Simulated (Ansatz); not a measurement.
Crystal: SbW2.

```
Sb W
1.0
     0.00000    3.13301    3.13301
     3.13301    0.00000    3.13301
     3.13301    3.13301    0.00000
Sb W
1 2
Cartesian
  3.1330 3.1330 3.1330
  1.5665 1.5665 1.5665
  4.6995 4.6995 4.6995
```

The cell was built by a generator and needn't be a form met in nature.

```yaml
Program: Ansatz 0.2.0
Task: relaxation of cell and atoms
Functional: PBEsol
Potentials_or_basis: Ansatz PAW
Cutoff: "420 eV (not typed: the program's choice for these potentials)"
k_mesh: 7 × 7 × 7
Occupations: fermi-dirac, width 0.05 eV
Spin: no spin polarisation
```

At the start: volume 20.50 Å³/atom.

Problem. How do energy, volume and symmetry change on relaxing?

Solution. It ends after 4 steps and the volume is 19.85 Å³/atom (-3.2 %); space group Fm-3m (No. 225, to 0.05 Å).

The path:
| step | energy change (eV) | largest force (eV/Å) | volume (Å³) |
| --- | --- | --- | --- |
| 1 | 0.0000 | 0.0000 | 61.51 |
| 2 | -0.0348 | 0.0000 | 59.81 |
| 3 | -0.0355 | 0.0000 | 59.56 |
| 4 | -0.0348 | 0.0000 | 59.56 |

Final structure:
```
Sb W
1.0
     0.00000    3.09969    3.09969
     3.09969    0.00000    3.09969
     3.09969    3.09969    0.00000
Sb W
1 2
Direct
  0.50000 0.50000 0.50000
  0.25000 0.25000 0.25000
  0.75000 0.75000 0.75000
```

Caveat: the plane-wave basis is chosen anew once the cell has moved, so the energies of steps on either side of that aren't comparable; the PAW data sets come from PBE, with cores solved anew for the run's functional, which leaves a small shift of forces and pressure.
